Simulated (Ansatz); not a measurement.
**BrHSSn (SMILES [SH][Sn][Br]): energies and forces away from the minimum**

An exercise on one series of results from a longer session: the logs are not shown, and one member is left open.

Computed with Ansatz 0.2.0, Gaussian basis. Level: single points with forces in def2-TZVPP.

Levels: PBE-D4, r2SCAN-D4, PBE0-D4, wB97M-V, Hartree-Fock, MP2, CCSD, CCSD(T). Each coordinate is moved by a Gaussian draw of the width named (0.7 of it for atoms other than hydrogen): 0.09, 0.06 Å.

Cores are frozen in the correlated methods. Filled d shells of the heavier atoms are correlated. Core potentials replace the inner electrons past krypton, and spin-orbit coupling is left out.

9 further runs of the same task are left out: 9 set aside as unsound or not needed.

### Where the work starts

The minimum, relaxed at PBE0-D4: SMILES `[SH][Sn][Br]`, 4 atoms, charge 0, spin multiplicity 1.

Atoms are counted from 1 here; the program's logs count them from 0.

Bond lengths: S1–Sn2 2.428 Å, S1–H4 1.344 Å, Sn2–Br3 2.535 Å. Angles: Sn2–S1–H4 93.9°, S1–Sn2–Br3 97.3°.

As a file:

| atom | x (Å) | y (Å) | z (Å) |
| --- | --- | --- | --- |
| S1 | -0.21752 | 1.44769 | -0.59767 |
| Sn2 | -1.29144 | -0.70808 | -0.29266 |
| Br3 | 0.63703 | -1.86472 | 0.87710 |
| H4 | 0.92752 | 1.06472 | -0.00717 |

Energies of the minimum (eV), from earlier single points: PBE-D4 -86717.61310, r2SCAN-D4 -86733.70525, PBE0-D4 -86721.00286, B3LYP-D4 -86736.14013, wB97M-V -86726.75107, CCSD(T) -86662.59772.

Set-up of the first run:

ccsdt-tzvpp/in.yaml reads:

```yaml
crystal:
  periodic: [false, false, false]
  atoms:
    - {symbol: S, position_ang: [-0.267345, 1.477908, -0.707832]}
    - {symbol: Sn, position_ang: [-1.316061, -0.643755, -0.409291]}
    - {symbol: Br, position_ang: [0.607752, -1.894322, 0.835265]}
    - {symbol: H, position_ang: [0.908480, 1.043893, 0.009266]}
basis:
  gaussian: {orbitals: def2-TZVPP}
correlation: {method: ccsd_t}
output: {forces: true}
```

The command line of these runs was not kept.

Steps of the session up to this table: Structure 1, width 0.09 Å; Structure 2, width 0.06 Å.

One table of the session follows, with a row left open; its other results are not shown here.

```
   method  RMS force component (eV/Å)  angle to CCSD(T) forces (°)  dipole (D)
   PBE-D4                       0.942                         11.2        1.84
r2SCAN-D4                       1.036                          3.4        1.87
  PBE0-D4                       1.064                          1.4        2.00
  wB97M-V                           ?                            ?           ?
  CCSD(T)                       1.054                    reference        2.02
```

Estimate the missing values for wB97M-V.

The run gave: RMS force component (eV/Å): 1.093; angle to CCSD(T) forces (°): 2.3; dipole (D): 2.14. In the column «RMS force component (eV/Å)» it is the highest.
